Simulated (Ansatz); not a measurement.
# C₂H₈BGaO: up Jacob's ladder to CCSD(T)

The task here is to estimate one member of a computed series from the others.

Program: Ansatz 0.2.0, Gaussian basis. Level of theory: functionals in def2-TZVPP, the program's frozen cores in correlated methods. These are calculated values, not measurements.

The runs, in order: PBE-D4, r2SCAN-D4, PBE0-D4, B3LYP-D4, ωB97X-V, ωB97M-V, B2PLYP; CCSD(T)/def2-TZVPP; MP2/def2-QZVPP; extrapolation to the limit.

## Structure used throughout

The geometry comes from an earlier relaxation with PBE0-D4 in a triple-zeta def2 set; it is a stationary point, not always the lowest conformer.

13 atoms, charge 0, spin multiplicity 1.

Atoms are counted from 1 here; the program's logs count them from 0.

Bond lengths: B1–C2 1.577 Å, B1–H6 1.206 Å, B1–H7 1.290 Å, B1–H8 1.208 Å, C2–C3 1.484 Å, C2–O4 1.258 Å, C3–H9 1.095 Å, C3–H10 1.092 Å, C3–H11 1.090 Å, O4–Ga5 1.965 Å, Ga5–H7 1.776 Å, Ga5–H12 1.556 Å, Ga5–H13 1.556 Å. Angles: C2–B1–H6 112.7°, C2–B1–H7 109.5°, C2–B1–H8 111.0°, H6–B1–H7 104.7°, H6–B1–H8 113.1°, H7–B1–H8 105.4°, B1–C2–C3 122.9°, B1–C2–O4 120.0°, C3–C2–O4 117.2°, C2–C3–H9 108.1°, C2–C3–H10 109.7°, C2–C3–H11 111.8°, H9–C3–H10 106.3°, H9–C3–H11 109.8°, H10–C3–H11 111.0°, C2–O4–Ga5 105.0°, O4–Ga5–H7 89.7°, O4–Ga5–H12 108.8° and more.

The first run:

File in.yaml:

```yaml
crystal:
  periodic: [false, false, false]
  atoms:
    - {symbol: B, position_ang: [-0.359033, -0.744460, -0.845475]}
    - {symbol: C, position_ang: [-0.204614, 0.079678, 0.490628]}
    - {symbol: C, position_ang: [-1.138147, -0.060760, 1.636071]}
    - {symbol: O, position_ang: [0.742150, 0.898691, 0.618000]}
    - {symbol: Ga, position_ang: [1.715151, 0.818457, -1.087431]}
    - {symbol: H, position_ang: [-1.409077, -0.536239, -1.401693]}
    - {symbol: H, position_ang: [0.538725, -0.366660, -1.690724]}
    - {symbol: H, position_ang: [-0.147519, -1.918426, -0.656658]}
    - {symbol: H, position_ang: [-2.114285, 0.327752, 1.328525]}
    - {symbol: H, position_ang: [-1.287587, -1.118933, 1.862085]}
    - {symbol: H, position_ang: [-0.785270, 0.479737, 2.514001]}
    - {symbol: H, position_ang: [3.037219, 0.027196, -0.872698]}
    - {symbol: H, position_ang: [1.412277, 2.113958, -1.894631]}
basis:
  gaussian: {orbitals: def2-TZVPP}
hamiltonian: {xc: pbe, dispersion: d4}
output: {forces: true, orbitals: {seedname: orbitals}}
```

On the command line:

```sh
> ansatz run in.yaml --threads 2 --pin off --events-out ev --progress --plain --max-ram 22528MiB --backend cuda --devices 0, --max-vram 18GiB
```

Among the steps run: PBE-D4 (GGA); r2SCAN-D4 (meta-GGA); PBE0-D4 (hybrid); B3LYP-D4 (hybrid); ωB97X-V (range-separated); ωB97M-V (range-separated); B2PLYP (double hybrid); CCSD(T) in def2-TZVPP; MP2 in def2-QZVPP.

One table of the session follows, with a row left open; its other results are not shown here.

| method | atomisation energy (kJ/mol) |
| --- | --- |
| PBE-D4 | 4665.2 |
| r2SCAN-D4 | 4627.3 |
| PBE0-D4 | 4598.3 |
| B3LYP-D4 | 4585.5 |
| ωB97X-V | 4601.9 |
| ωB97M-V | 4597.7 |
| B2PLYP | 4540.4 |
| HF/def2-TZVPP | ? |
| MP2/def2-TZVPP | 4544.4 |
| CCSD/def2-TZVPP | 4434.6 |
| CCSD(T)/def2-TZVPP | 4497.6 |
| MP2/CBS | 4629.0 |
| CCSD(T)/CBS | 4582.2 |

Estimate the missing values for HF/def2-TZVPP.

The run gave: atomisation energy (kJ/mol): 3413.3. In the column «atomisation energy (kJ/mol)» it is the lowest.

Caveats from the session: Free atoms (1 B, 2 C, 1 O, 1 Ga, 8 H) were run apart at each level; the atomisation energy is their sum less the molecule, without zero-point or spin-orbit terms.
